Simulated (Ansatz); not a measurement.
# Sc2Al3As3: the cost of one run

Method: DFT PBE, scalar-relativistic, plane waves, PAW, unless a step names another level, in Ansatz 0.2.0.

11 further runs of the same task are left out: 11 set aside as unsound or not needed. Runs told in other sessions of the task aren't counted.

## (1) Plan

Pauling electronegativities: Sc 1.36, Al 1.61, As 2.18 (spread 0.82). No set of common oxidation states balances it. Tabulated atomic sizes suggest about 18 Å³/atom. 32 candidates were drawn, by swapping species into database cells of other compounds, at random by space group and Wyckoff sites, or by hand, as the table says:

```tsv
name	made from	space group no.	Wyckoff sites	atoms (primitive cell)	V (Å³/atom)
c01	database cell of Nb3Al2Mo3	155	Sc 6c; Al 9e; As 9d	8	19.2
c02	random	99	Sc 1b, 1b; Al 2c, 1b; As 1a, 2c	8	19.2
c03	random	99	Sc 1b, 1b; Al 2c, 1a; As 1b, 2c	8	20.6
c04	built by hand: ordered Mn5Si3 (Sc on 4d, Al and As on 6g)	193	Sc 4d; Al 6g; As 6g	16	18.5
c05	database cell of La2Tl3Pb3	47	Sc 2q; Al 1g, 1b, 1d; As 2t, 1e	8	18.2
c06	random	221	Sc 1a, 1b; Al 3d; As 3c	8	23.3
c07	random	191	Sc 2c; Al 2e, 1b; As 1a, 2d	8	19.2
c08	database cell of Zr2Zn3Ga3	47	Sc 2q; Al 2t, 1d; As 1b, 1g, 1e	8	19.1
c09	random	139	Sc 4e; Al 4c, 2b; As 2a, 4d	8	20.5
c10	random	187	Sc 1a, 1d; Al 1e, 2h; As 1f, 1c, 1b	8	19.2
c11	database cell of Nb2Al3Ga3	115	Sc 2g; Al 1d, 1a, 1c; As 2g, 1b	8	18.0
c12	random	166	Sc 6c; Al 3b, 6c; As 9e	8	21.6
c13	random	155	Sc 3b, 3a; Al 9e; As 9d	8	22.8
c14	random	166	Sc 6c; Al 9d; As 9e	8	20.6
c15	database cell of Mn3Fe3Ge2	187	Sc 1b, 1e; Al 3j; As 3k	8	16.8
c16	built by hand: ordered Mn5Si3, Al/As exchanged	193	Sc 4d; Al 6g; As 6g	16	18.5
c17	random	143	Sc 1b, 1c; Al 3d; As 3d	8	23.1
c18	database cell of Nb2Al3Ga3	115	Sc 2g; Al 2g, 1b; As 1d, 1a, 1c	8	18.0
c19	random	65	Sc 4h; Al 4k, 2d; As 4l, 2b	8	22.9
c20	built by hand: layered As-Sc-As-Sc-As slab with Al trilayer	164	Sc 2d; Al 2d, 1b; As 2d, 1a	8	18.6
c21	database cell of Ti3In3Rh2	189	Sc 2c; Al 3g; As 3f	8	18.7
c22	random	189	Sc 2c; Al 3g; As 2d, 1a	8	22.5
c23	database cell of Ca2Tl3Pb3	47	Sc 2q; Al 1d, 1e, 1g; As 2t, 1b	8	18.9
c24	built by hand: CaAl2Si2 / ZrBeSi intergrowth	156	Sc 1a, 1a; Al 1b, 1b, 1c; As 1c, 1b, 1c	8	18.6
c25	random	139	Sc 4c; Al 4e, 2b; As 2a, 4d	8	20.2
c26	database cell of Pr2Tl3In3	47	Sc 2q; Al 2t, 1g; As 1e, 1d, 1b	8	18.1
c27	database cell of Nd2In3Sn3	47	Sc 2q; Al 1e, 1d, 1b; As 2t, 1g	8	18.9
c28	built by hand: tetragonal rocksalt slab with Al square net	123	Sc 2h; Al 1a, 2e; As 2g, 1c	8	18.4
c29	random	139	Sc 4d; Al 2a, 4e; As 2b, 4c	8	20.5
c30	database cell of Tb2In3Sn3	47	Sc 2q; Al 2t, 1e; As 1g, 1b, 1d	8	18.8
c31	database cell of Zr2Zn3Ga3	47	Sc 2q; Al 1b, 1g, 1e; As 2t, 1d	8	19.1
c32	random	191	Sc 2e; Al 3f; As 3g	8	19.0
```

## (2) Screening run of c20

Input file input.yaml:

```yaml
crystal:
  lattice:
    - [3.9, 0.0, 0.0]
    - [-1.95, 3.37749907, 0.0]
    - [0.0, 0.0, 11.3]
  atoms:
    - { symbol: Sc, position: [0.33333333, 0.66666667, 0.135] }
    - { symbol: Sc, position: [0.66666667, 0.33333333, 0.865] }
    - { symbol: Al, position: [0.66666667, 0.33333333, 0.605] }
    - { symbol: Al, position: [0.0, 0.0, 0.5] }
    - { symbol: Al, position: [0.33333333, 0.66666667, 0.395] }
    - { symbol: As, position: [0.66666667, 0.33333333, 0.27] }
    - { symbol: As, position: [0.33333333, 0.66666667, 0.73] }
    - { symbol: As, position: [0.0, 0.0, 0.0] }
basis:
  ecutwfc: 420
kpoints:
  mp_grid: { grid: [5, 5, 2] }
hamiltonian:
  xc: pbe
scf:
  occupations: { method: gaussian, width: 0.2 }
  lower_state_search: "off"
output:
  forces: true
  stress: true
  eigenvalues: true
relax:
  adjacent_minimum: "off"
  f_tol: 0.08
  max_steps: 16
  cell: { stress_tol: 0.8 }
```

Launch:

```bash
$ ansatz run input.yaml --threads 1 --pin off --max-ram 2560MiB --backend cpu --events-out ev --progress --plain --runs-dir out
```

What time and memory should one allow on 1 thread of Arm Neoverse V1, shared host?

About 45 s, with a peak of 0.49 GiB.
